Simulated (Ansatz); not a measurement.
**CH7BSi2 (SMILES CB1[SiH2][SiH2]1) at 6 levels**

We compute a comparison of 6 runs (HF/3-21G, B2PLYP/6-31G*, BLYP/6-31G*, CAM-B3LYP/6-31G*, r2SCAN0/6-31G*, MP2/6-31G*) of CH7BSi2. 

The results are computed with Ansatz 0.2.0.

75 further runs of the same task are left out: 75 set aside as unsound or not needed.

## Step 1: Starting point

CH7BSi2: 11 atoms, total charge 0, spin state singlet. As SMILES, `CB1[SiH2][SiH2]1`. The Si3–H9 distance was set to 2.680 Å, away from the relaxed value. At this shape a bond of the SMILES string is far longer than usual.

Bond lengths: C1–B2 1.566 Å, B2–Si3 1.907 Å, B2–Si4 1.907 Å, C1–H5 1.092 Å, C1–H6 1.099 Å, C1–H7 1.092 Å, Si3–H8 1.482 Å, Si4–H10 1.489 Å, Si4–H11 1.482 Å. Some angles: C1–B2–Si3 130.2°, C1–B2–Si4 130.2°, Si3–B2–Si4 83.2°, B2–C1–H5 114.1°, B2–C1–H6 106.3°, B2–C1–H7 114.1°, B2–Si3–H8 124.3°, B2–Si4–H10 124.9°, B2–Si4–H11 124.3°, H5–C1–H6 106.2°. A long bond or contact: Si3–Si4 2.531 Å.

## Step 2: A single-point energy at HF/3-21G (run 1)

Input file job.yaml:

```yaml
basis:
  gaussian:
    orbitals: 3-21G.json
crystal:
  periodic: [false, false, false]
  atoms:
    - {symbol: C, position_ang: [-0.950368, 1.654942, -0.864084]}
    - {symbol: B, position_ang: [-1.137068, 0.104442, -0.980184]}
    - {symbol: Si, position_ang: [-0.667668, -1.287158, 0.235816]}
    - {symbol: Si, position_ang: [-0.476168, -1.121458, -2.282384]}
    - {symbol: H, position_ang: [-0.520868, 1.983242, 0.085216]}
    - {symbol: H, position_ang: [-1.957768, 2.090542, -0.912484]}
    - {symbol: H, position_ang: [-0.385468, 2.099442, -1.686584]}
    - {symbol: H, position_ang: [-1.165668, -2.679858, 0.143416]}
    - {symbol: H, position_ang: [0.876900, -0.975400, 2.403900]}
    - {symbol: H, position_ang: [0.552532, -0.801358, -3.310184]}
    - {symbol: H, position_ang: [-0.967668, -2.509758, -2.447784]}
hamiltonian:
  xc: hf
accuracy: high
output: {orbitals: {seedname: orbitals}}
```

The basis set 3-21G is read from a file made from the Basis Set Exchange's data (not shown).

Started as:

```
$ ansatz run job.yaml --threads 1 --pin off --max-ram 3480MiB --events-out events.jsonl --progress --plain --runs-dir runs
```

What it wrote:

```text
Warning: RAYON_NUM_THREADS=1 ignored (pool sized by the plan → 1); use --threads N
Functional definition: HF
  name "HF"
  exchange = exact_x
  correlation = 0
1395 factors; integrals over basis functions are off by at most 3.7e-9 eV
mean field evaluation 1: about -17435.9410 eV, gradient 2.0e1 eV
mean field evaluation 2: about -17436.2383 eV, gradient 2.1e1 eV
mean field evaluation 4: about -17437.9265 eV, gradient 2.6e0 eV
mean field evaluation 8: about -17437.9689 eV, gradient 2.6e-1 eV
mean field evaluation 16: about -17437.9702 eV, gradient 1.1e-8 eV
mean field -17437.97019177 eV, -640.8335846669 hartree, gradient 2.0e-8 eV, S^2 0.000000; 0 other end points of the search recorded, 0 dependent functions left out
reference -17437.97019177 eV, -640.8335846669 hartree; 23, 23 occupied and 35, 35 virtual orbitals, 1395 factors
Total energy: -17437.97019177 eV, -640.8335846669 hartree
```

Run time: 0.95 s. Hardware: 1 thread of Arm Neoverse V1, shared host; peak memory 0.14 GiB.

## Step 3: A single-point energy at B2PLYP/6-31G(d) (spherical functions) (run 2)

Input file job.yaml:

```yaml
crystal:
  periodic: [false, false, false]
  atoms:
    - symbol: C
      position_ang: [-0.950368, 1.654942, -0.864084]
    - symbol: B
      position_ang: [-1.137068, 0.104442, -0.980184]
    - symbol: Si
      position_ang: [-0.667668, -1.287158, 0.235816]
    - symbol: Si
      position_ang: [-0.476168, -1.121458, -2.282384]
    - symbol: H
      position_ang: [-0.520868, 1.983242, 0.085216]
    - symbol: H
      position_ang: [-1.957768, 2.090542, -0.912484]
    - symbol: H
      position_ang: [-0.385468, 2.099442, -1.686584]
    - symbol: H
      position_ang: [-1.165668, -2.679858, 0.143416]
    - symbol: H
      position_ang: [0.876900, -0.975400, 2.403900]
    - symbol: H
      position_ang: [0.552532, -0.801358, -3.310184]
    - symbol: H
      position_ang: [-0.967668, -2.509758, -2.447784]
basis:
  gaussian:
    orbitals: 6-31G_st_-spherical.json
hamiltonian:
  xc: {name: B2PLYP}
correlation:
  frozen_orbitals: {B: 1, C: 1, H: 0, Si: 5}
accuracy: high
output: {orbitals: {seedname: orbitals}}
```

The basis set 6-31G* is read from a file made from the Basis Set Exchange's data (not shown).

Started as:

```
$ ansatz run job.yaml --threads 1 --pin off --max-ram 3480MiB --events-out events.jsonl --progress --plain --runs-dir runs
```

What it wrote (excerpt; [...] marks lines left out):

```text
Warning: RAYON_NUM_THREADS=1 ignored (pool sized by the plan → 1); use --threads N
Functional definition: B2PLYP
  name "B2PLYP"
[...]
1869 factors; integrals over basis functions are off by at most 3.5e-9 eV
[...]
mean field -17562.73092328 eV, -645.4184569840 hartree, gradient 2.5e-8 eV, S^2 0.000000; 0 other end points of the search recorded, 0 dependent functions left out; unrestricted orbitals would lower it
12 core orbitals not correlated: weight in the atoms' cores, before any rotation towards them, 1.000 or more for the frozen orbitals, at most 0.000 for the correlated occupied ones
reference -17562.73095275 eV, -645.4184580669 hartree; 11, 11 occupied and 55, 55 virtual orbitals, 1869 factors
second order -13.94129285 eV of doubles, -0.00000000 eV of singles
Total energy: -17566.49510182 eV, -645.5567879938 hartree
```

It took 13 s on 1 thread of Arm Neoverse V1, shared host; peak memory 0.27 GiB.

## Step 4: The energy at BLYP/6-31G(d) (spherical functions) (run 3)

Input file run.yaml:

```yaml
crystal:
  periodic: [false, false, false]
  atoms:
    - {symbol: C, position_ang: [-0.950368, 1.654942, -0.864084]}
    - {symbol: B, position_ang: [-1.137068, 0.104442, -0.980184]}
    - {symbol: Si, position_ang: [-0.667668, -1.287158, 0.235816]}
    - {symbol: Si, position_ang: [-0.476168, -1.121458, -2.282384]}
    - {symbol: H, position_ang: [-0.520868, 1.983242, 0.085216]}
    - {symbol: H, position_ang: [-1.957768, 2.090542, -0.912484]}
    - {symbol: H, position_ang: [-0.385468, 2.099442, -1.686584]}
    - {symbol: H, position_ang: [-1.165668, -2.679858, 0.143416]}
    - {symbol: H, position_ang: [0.876900, -0.975400, 2.403900]}
    - {symbol: H, position_ang: [0.552532, -0.801358, -3.310184]}
    - {symbol: H, position_ang: [-0.967668, -2.509758, -2.447784]}
basis:
  gaussian:
    orbitals: 6-31G_st_-spherical.json
hamiltonian:
  xc: {name: BLYP}
accuracy: high
output: {orbitals: {seedname: orbitals}}
```

The basis set 6-31G* is read from a file made from the Basis Set Exchange's data (not shown).

Started as:

```
$ ansatz run run.yaml --threads 1 --pin off --max-ram 3480MiB --events-out events.jsonl --progress --plain --runs-dir runs
```

What it wrote:

```text
Warning: RAYON_NUM_THREADS=1 ignored (pool sized by the plan → 1); use --threads N
Functional definition: BLYP
  name "BLYP"
  parameter beta = 0.0042
  parameter a = 0.04918
  parameter b = 0.132
  parameter c = 0.2533
  parameter d = 0.349
  exchange = b88_x(beta = beta)
  correlation = lyp_c(a = a, b = b, c = c, d = d)
1869 factors; integrals over basis functions are off by at most 3.5e-9 eV
mean field evaluation 1: about -17565.7585 eV, gradient 5.7e1 eV
mean field evaluation 2: about -17486.7150 eV, gradient 1.3e2 eV
mean field evaluation 4: about -17572.6105 eV, gradient 2.1e1 eV
mean field evaluation 8: about -17575.1333 eV, gradient 1.6e0 eV
mean field evaluation 16: about -17575.1308 eV, gradient 2.0e-2 eV
mean field -17575.13077343 eV, -645.8741430719 hartree, gradient 3.6e-8 eV, S^2 0.000000; 0 other end points of the search recorded, 0 dependent functions left out
reference -17575.13083662 eV, -645.8741453941 hartree; 23, 23 occupied and 55, 55 virtual orbitals, 1869 factors
Total energy: -17575.13083662 eV, -645.8741453941 hartree
```

It took 7.5 s on 1 thread of Arm Neoverse V1, shared host; peak memory 0.21 GiB.

Runs 4 to 5 aren't shown in full; the table further down has their settings and results.

## Step 5: The energy at MP2/6-31G(d) (spherical functions) (run 6)

Input file input.yaml:

```yaml
crystal:
  periodic: [false, false, false]
  atoms:
    - {symbol: C, position_ang: [-0.950368, 1.654942, -0.864084]}
    - {symbol: B, position_ang: [-1.137068, 0.104442, -0.980184]}
    - {symbol: Si, position_ang: [-0.667668, -1.287158, 0.235816]}
    - {symbol: Si, position_ang: [-0.476168, -1.121458, -2.282384]}
    - {symbol: H, position_ang: [-0.520868, 1.983242, 0.085216]}
    - {symbol: H, position_ang: [-1.957768, 2.090542, -0.912484]}
    - {symbol: H, position_ang: [-0.385468, 2.099442, -1.686584]}
    - {symbol: H, position_ang: [-1.165668, -2.679858, 0.143416]}
    - {symbol: H, position_ang: [0.876900, -0.975400, 2.403900]}
    - {symbol: H, position_ang: [0.552532, -0.801358, -3.310184]}
    - {symbol: H, position_ang: [-0.967668, -2.509758, -2.447784]}
basis:
  gaussian: {orbitals: 6-31G_st_-spherical.json}
correlation: {method: mp2, frozen_orbitals: {B: 1, C: 1, H: 0, Si: 5}}
accuracy: high
```

The basis set 6-31G* is read from a file made from the Basis Set Exchange's data (not shown).

Started as:

```
$ ansatz run input.yaml --threads 1 --pin off --max-ram 3480MiB --events-out events.jsonl --progress --plain --runs-dir runs
```

What it wrote:

```text
Warning: RAYON_NUM_THREADS=1 ignored (pool sized by the plan → 1); use --threads N
[... 4 set-up lines as earlier in the session ...]
1869 factors; integrals over basis functions are off by at most 3.5e-9 eV
mean field evaluation 1: about -17528.0941 eV, gradient 2.2e1 eV
mean field evaluation 2: about -17528.1929 eV, gradient 2.2e1 eV
mean field evaluation 4: about -17530.1984 eV, gradient 3.1e0 eV
mean field evaluation 8: about -17530.2522 eV, gradient 2.8e-1 eV
mean field evaluation 16: about -17530.2536 eV, gradient 9.8e-9 eV
mean field -17530.25359299 eV, -644.2249371097 hartree, gradient 1.8e-8 eV, S^2 0.000000; 0 other end points of the search recorded, 0 dependent functions left out; unrestricted orbitals would lower it
12 core orbitals not correlated: weight in the atoms' cores, before any rotation towards them, 1.000 or more for the frozen orbitals, at most 0.000 for the correlated occupied ones
reference -17530.25359299 eV, -644.2249371097 hartree; 11, 11 occupied and 55, 55 virtual orbitals, 1869 factors
second order -10.76768774 eV of doubles, -0.00000000 eV of singles
Total energy: -17541.02128073 eV, -644.6206423355 hartree
```

Run time: 3.3 s. Hardware: 1 thread of Arm Neoverse V1, shared host; peak memory 0.21 GiB.

## Step 6: All runs side by side

```csv
run,level,frozen core orbitals,energy (Eh),HOMO energy (eV),LUMO energy (eV),HOMO–LUMO gap (eV),wall time
1,HF/3-21G,–,-640.833585,-8.23,0.10,8.33,0.95 s
2,B2PLYP/6-31G* (spherical functions),12,-645.556788,-7.15,-1.81,5.35,13 s
3,BLYP/6-31G* (spherical functions),–,-645.874145,-5.54,-3.42,2.12,7.5 s
4,CAM-B3LYP/6-31G* (spherical functions),–,-645.866888,-7.61,-1.90,5.71,11 s
5,r2SCAN0/6-31G* (spherical functions),–,-645.808449,-6.73,-2.95,3.78,18 s
6,MP2/6-31G* (spherical functions),12,-644.620642,–,–,–,3.3 s
```

## Step 7: Summary of results

```
                                           quantity          value
                                run 6: total energy  -644.62064 Eh
run 6: correlation energy (12 core orbitals frozen)     -395.7 mEh
```

**Reading.** Over runs 1, 2, 3, 4, 5 the HOMO–LUMO gap runs from 2.12 eV (BLYP/6-31G*) to 8.33 eV (HF/3-21G). The two ends differ in method and basis. Totals of different functionals can't be ranked against each other. In runs 2, 6 the log says that unrestricted orbitals would lower the reference, so the values rest on an unstable closed-shell determinant (other closed-shell runs at this shape may share the fault). All runs together took 55 s, the longest 18 s.
